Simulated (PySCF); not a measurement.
# C6H12O2 (2,3-dimethylbutanoic acid): the cost of one run

Programs: PySCF 2.14.0, with routines of our own; each step states its level. All values are computed. Atoms count from 0.

### Step 1. The system as given

20 atoms, charge 0, multiplicity 1; geometry from: GFN2-xTB.

### Step 2. Magnetic properties: GIAO HF/pcSseg-1

Job settings and geometry (Å):

```
{"job": {"kind": "mag", "xc": "HF", "basis": "pcSseg-1", "isotopologues": 2}, "charge": 0, "multiplicity": 1}
C     -1.385633     1.338676    -0.322407
C     -0.845708    -0.085868    -0.443549
C     -1.356949    -0.942495     0.711285
C      0.698611    -0.066232    -0.536478
C      1.295244    -1.470869    -0.627066
C      1.287491     0.654846     0.654747
O      1.339881     0.241608     1.782386
O      1.771743     1.858860     0.316580
H     -0.969635     1.979656    -1.096917
H     -1.131902     1.760560     0.648013
H     -2.469081     1.339762    -0.419545
H     -1.209240    -0.513891    -1.385483
H     -1.139002    -1.993823     0.546489
H     -2.435182    -0.830296     0.802209
H     -0.896710    -0.635853     1.646829
H      0.971711     0.508516    -1.426841
H      2.346844    -1.415968    -0.899512
H      1.216798    -1.974492     0.332175
H      0.771728    -2.053325    -1.381322
H      2.133843     2.311307     1.095370
```

Level: GIAO HF/pcSseg-1 magnetisability, rotational g tensor and spin-rotation constants, non-relativistic, gas phase.

Started as:

```sh
> OMP_NUM_THREADS=1 python excited_run.py task.json out
```

This one command runs all jobs of the session in turn.

Q: Estimate the wall time and peak memory of this first job on 1 thread of Arm Neoverse V1, shared host.

About 22 s, with a peak of 0.96 GiB.
